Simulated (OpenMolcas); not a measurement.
# A workflow on C

Aim: a series of 9 runs (ROHF/def2-SVP, CASSCF(4,4)/def2-SVP, CASPT2(4,4)/def2-SVP, CASPT2[IPEA 0](4,4)/def2-SVP, SC-NEVPT2(4,4)/def2-SVP, PC-NEVPT2(4,4)/def2-SVP, MC-PDFT[tPBE](4,4)/def2-SVP, MC-PDFT[ftPBE](4,4)/def2-SVP, and more) of C. 

The results are computed with OpenMolcas 26.06.

88 further runs of the same task are left out: 88 set aside as unsound or not needed.

## Step 1: The energy at ROHF/def2-SVP (run 1)

step1.inp

```
>>> EXPORT MOLCAS_PRINT=2

&gateway
  baslib = $CurrDir
  coord
  1
  angstrom
  C        0.000000       0.000000       0.000000
  basis = def2-SVP
  group = NoSym

&seward

&scf
  uhf
  spin = 3
  prorbitals = 1 2

&rasscf
  fileorb = $Project.UnaOrb
  spin = 3
  nactel = 2 0 0
  inactive = 2
  ras2 = 2
  outorbitals = Canonical
  orblisting = NoCore
```

The basis set def2-SVP is read from a file made from the Basis Set Exchange's data (not shown).

The run is started by

```sh
export MOLCAS_MEM=1860
pymolcas step1.inp > step1.log
```

What it wrote:

```text
--- Start Module: gateway ---
[...]
--- Stop Module: gateway /rc=_RC_ALL_IS_WELL_ ---
[...]
      Basis functions           14
[...]
--- Start Module: scf ---
[...]
       Convergence after  19 Iterations
[...]
::    Total SCF energy                                -37.6452298613
[...]
      Total spin, S                                     1.0021931278
[...]
--- Stop Module: scf /rc=_RC_ALL_IS_WELL_ ---
--- Start Module: rasscf ---
[...]
      Number of active orbitals                  2
[...]
      Spin quantum number                      1.0
[...]
      Active orbitals                            2
[...]
      Number of CSFs                             1
[...]
      Number of root(s) required                 1
[...]
      Convergence after  7 iterations
[...]
      printout of CI-coefficients larger than  0.05 for root  1
      energy=     -37.641164
      conf/sym  11     Coeff  Weight
             1  uu   1.00000 1.00000
      Natural orbitals and occupation numbers for root  1
      sym 1:   1.000000   1.000000
      ************************************************************************************************************************
      *                                                    Final results                                                     *
[...]
::    RASSCF root number  1 Total energy:    -37.64116365
[...]
      Total electronic charge=    6.000000
      Total            charge=   -0.000000
[...]
      Dipole Moment (debye):
      Origin of the operator (angstrom)=    0.0000    0.0000    0.0000
                   X= -2.6388E-14               Y= -1.7548E-14               Z=  4.8226E-14           Total=  5.7707E-14
      Quadrupole Moment (debye*angstrom):
[...]
--- Stop Module: rasscf /rc=_RC_ALL_IS_WELL_ ---
[...]
```

Wall time 1.5 s (1 thread of Intel Xeon 6975P-C (Granite Rapids), shared host); peak memory 0.37 GiB.

## Step 2: The C atom: the energy at CASSCF(4,4)/def2-SVP (run 2)

step2.input

```
* C CASSCF
&gateway
baslib
$CurrDir
coord
1
angstrom
C        0.000000       0.000000       0.000000
basis
def2-SVP
group
NoSym
&seward
&rasscf
fileorb
$CurrDir/step1.RasOrb
spin
3
nactel
4 0 0
inactive
1
ras2
4
orblisting
NoCore
orbappear
Compact
```

The basis set def2-SVP is read from a file made from the Basis Set Exchange's data (not shown).

Run the same way, it converges to -37.66003 Eh (log not shown).

Runs 3 to 7 aren't shown in full; the table further down has their settings and results.

## Step 3: The C atom: a single-point energy at MC-PDFT[ftPBE](4,4)/def2-SVP (run 8)

step8.inp

```
&gateway
baslib=$CurrDir
coord
1
angstrom
C        0.000000       0.000000       0.000000
basis=def2-SVP
group=NoSym
&seward
&rasscf
fileorb=$CurrDir/step2.RasOrb
spin=3
nactel=4 0 0
inactive=1
ras2=4
orblisting=NoCore
orbappear=Compact
&mcpdft
ksdft=FT:PBE
```

The basis set def2-SVP is read from a file made from the Basis Set Exchange's data (not shown).

The run is started by

```sh
export MOLCAS_MEM=1860
pymolcas step8.inp > step8.log
```

What it wrote:

```text
--- Start Module: gateway ---
[...]
--- Stop Module: gateway /rc=_RC_ALL_IS_WELL_ ---
[...]
      Basis functions           14
[...]
--- Start Module: rasscf ---
[...]
      Number of active orbitals                  4
[...]
      Spin quantum number                      1.0
[...]
      Active orbitals                            4
[...]
      Number of CSFs                            15
[...]
      Number of root(s) required                 1
[...]
      Convergence after  4 iterations
[...]
      printout of CI-coefficients larger than  0.05 for root  1
      energy=     -37.660035
      conf/sym  1111     Coeff  Weight
             1  2uu0  -0.98803 0.97621
            15  0uu2   0.15424 0.02379
      Natural orbitals and occupation numbers for root  1
      sym 1:   1.952419   1.000000   1.000000   0.047581
      ************************************************************************************************************************
      *                                                    Final results                                                     *
[...]
::    RASSCF root number  1 Total energy:    -37.66003454
[...]
      Total electronic charge=    6.000000
      Total            charge=   -0.000000
[...]
      Dipole Moment (debye):
      Origin of the operator (angstrom)=    0.0000    0.0000    0.0000
                   X= -3.0289E-15               Y=  2.1001E-15               Z= -1.5038E-14           Total=  1.5483E-14
      Quadrupole Moment (debye*angstrom):
[...]
--- Stop Module: rasscf /rc=_RC_ALL_IS_WELL_ ---
--- Start Module: mcpdft ---
[...]
::    MCPDFT root number  1 Total energy:    -37.76250915
--- Stop Module: mcpdft /rc=_RC_ALL_IS_WELL_ ---
[...]
```

Wall time 1.2 s (1 thread of Intel Xeon 6975P-C (Granite Rapids), shared host); peak memory 0.37 GiB.

## Step 4: The C atom: the energy at MRCI(4,4)/def2-SVP (run 9)

step9.input

```
* C MRCI
&GATEWAY
BasLib=$CurrDir
Coord
1
angstrom
C        0.000000       0.000000       0.000000
Basis=def2-SVP
Group=NoSym
&SEWARD
&RASSCF
FileOrb=$CurrDir/step2.RasOrb
Spin=3
Nactel=4 0 0
Inactive=1
Ras2=4
OrbListing=NoCore
OrbAppear=Compact
&MOTRA
LumOrb
Frozen=1
&GUGA
Electrons=4
Spin=3
Inactive=0
Active=4
CIAll=1
&MRCI
SDCI
```

The basis set def2-SVP is read from a file made from the Basis Set Exchange's data (not shown).

Run the same way, it converges to -37.71537 Eh (log not shown).

## Step 5: All runs side by side

| run | level | active rule | inactive | energy (Eh) | dipole moment (D) of the reference | wall time |
| --- | --- | --- | --- | --- | --- | --- |
| 1 | ROHF/def2-SVP | – | – | -37.641164 | 0.00 | 1.5 s |
| 2 | CASSCF(4,4)/def2-SVP | full valence | 1 | -37.660035 | 0.00 | 1.1 s |
| 3 | CASPT2(4,4)/def2-SVP | full valence | 1 | -37.704552 | 0.00 | 1.1 s |
| 4 | CASPT2[IPEA 0](4,4)/def2-SVP | full valence | 1 | -37.708875 | 0.00 | 1.1 s |
| 5 | SC-NEVPT2(4,4)/def2-SVP | full valence | 1 | -37.703074 | 0.00 | 1.1 s |
| 6 | PC-NEVPT2(4,4)/def2-SVP | full valence | 1 | -37.703142 | 0.00 | 1.2 s |
| 7 | MC-PDFT[tPBE](4,4)/def2-SVP | full valence | 1 | -37.751250 | 0.00 | 1.2 s |
| 8 | MC-PDFT[ftPBE](4,4)/def2-SVP | full valence | 1 | -37.762509 | 0.00 | 1.2 s |
| 9 | MRCI(4,4)/def2-SVP | full valence | 1 | -37.715373 | 0.00 | 1.2 s |

## Step 6: Summary of results

| quantity | value |
| --- | --- |
| C atom, run 9: total energy | -37.71537 Eh |
| C atom, run 9: dipole moment (CASSCF density) | 0.00 D |

Below the ROHF energy at the same shape and in the same basis (def2-SVP): CASSCF(4,4) -18.9 mEh; CASPT2(4,4) -63.4 mEh; CASPT2[IPEA 0](4,4) -67.7 mEh; SC-NEVPT2(4,4) -61.9 mEh; PC-NEVPT2(4,4) -62.0 mEh; MRCI(4,4) -74.2 mEh. Active-space methods hold only the correlation inside their space unless a perturbation or CI step follows. All runs together took 11 s, the longest 1.5 s.
